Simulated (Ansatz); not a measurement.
# Ca5Sr3Ti8O24: the cost of one run

Method: density functional theory in Ansatz 0.2.0, PAW datasets, plane waves.

### Step 1. The system as built

40 atoms (5 Ca, 3 Sr, 8 Ti, 24 O); a = 7.721 Å, b = 7.721 Å, c = 7.721 Å, α = 90.00°, β = 90.00°, γ = 90.00°. All atoms were shaken off their sites by about 0.02 Å along each axis.

Plan of the steps: (2) PBEsol cell relaxation at the single k point (¼, ¼, ¼), on 7 threads of Arm Neoverse-V2.

### Step 2. Relaxing cell and atoms with PBEsol

Input file in.yaml:

```yaml
crystal:
  lattice:
    - [7.720693, 0.000000, 0.000000]
    - [0.000000, 7.720693, 0.000000]
    - [0.000000, 0.000000, 7.720693]
  atoms:
    - { symbol: Ca, position: [0.003896, 0.001100, 0.997236] }
    - { symbol: Ca, position: [0.003519, 0.504117, 0.998263] }
    - { symbol: Ca, position: [0.998375, 0.500337, 0.502118] }
    - { symbol: Ca, position: [0.499564, 0.004557, 0.496786] }
    - { symbol: Ca, position: [0.492256, 0.502014, 0.501008] }
    - { symbol: Sr, position: [0.998976, 0.003193, 0.501008] }
    - { symbol: Sr, position: [0.501094, 0.998446, 0.999234] }
    - { symbol: Sr, position: [0.501489, 0.505001, 0.999203] }
    - { symbol: Ti, position: [0.249626, 0.254308, 0.246802] }
    - { symbol: Ti, position: [0.252942, 0.249985, 0.745929] }
    - { symbol: Ti, position: [0.246829, 0.751618, 0.249532] }
    - { symbol: Ti, position: [0.247170, 0.749400, 0.748747] }
    - { symbol: Ti, position: [0.750444, 0.252293, 0.247631] }
    - { symbol: Ti, position: [0.746833, 0.247302, 0.746745] }
    - { symbol: Ti, position: [0.751917, 0.751684, 0.254446] }
    - { symbol: Ti, position: [0.750711, 0.747579, 0.751429] }
    - { symbol: O, position: [0.253425, 0.249294, 0.999665] }
    - { symbol: O, position: [0.254830, 0.248042, 0.498883] }
    - { symbol: O, position: [0.248212, 0.751753, 0.000891] }
    - { symbol: O, position: [0.245599, 0.753526, 0.499096] }
    - { symbol: O, position: [0.752709, 0.248405, 0.002638] }
    - { symbol: O, position: [0.755301, 0.251847, 0.498578] }
    - { symbol: O, position: [0.755688, 0.751862, 0.004563] }
    - { symbol: O, position: [0.747122, 0.749347, 0.498814] }
    - { symbol: O, position: [0.999967, 0.253515, 0.249566] }
    - { symbol: O, position: [0.999516, 0.249656, 0.748000] }
    - { symbol: O, position: [0.999977, 0.749035, 0.252690] }
    - { symbol: O, position: [0.002309, 0.751007, 0.754529] }
    - { symbol: O, position: [0.499228, 0.250214, 0.252765] }
    - { symbol: O, position: [0.503523, 0.250289, 0.747936] }
    - { symbol: O, position: [0.501138, 0.747583, 0.250773] }
    - { symbol: O, position: [0.502590, 0.749598, 0.748509] }
    - { symbol: O, position: [0.249085, 0.000064, 0.249855] }
    - { symbol: O, position: [0.251748, 0.999447, 0.752640] }
    - { symbol: O, position: [0.251069, 0.498659, 0.243922] }
    - { symbol: O, position: [0.252385, 0.498542, 0.752305] }
    - { symbol: O, position: [0.747995, 0.997228, 0.252814] }
    - { symbol: O, position: [0.747716, 0.003096, 0.751964] }
    - { symbol: O, position: [0.746299, 0.498657, 0.253904] }
    - { symbol: O, position: [0.749623, 0.497535, 0.747919] }
  symmetry: { detect: false }
kpoints:
  mp_grid: { grid: [1, 1, 1], shift: [0.25, 0.25, 0.25] }
hamiltonian:
  xc: pbesol
scf:
  occupations: { method: fermi_dirac, width: 0.01 }
relax:
  f_tol: 0.03
  max_steps: 80
  escape_saddle: false
  adjacent_minimum: "off"
  cell: { fix: [shape] }
output:
  forces: true
  eigenvalues: true
  populations: true
```

Command:

```sh
$ ansatz run in.yaml --threads 7 --pin off --max-ram 13300MiB --runs-dir r --events-out ev --progress --plain
```

What time and memory should one allow on 7 threads of Arm Neoverse-V2, shared host?

About 80 s, with a peak of 1 GiB.
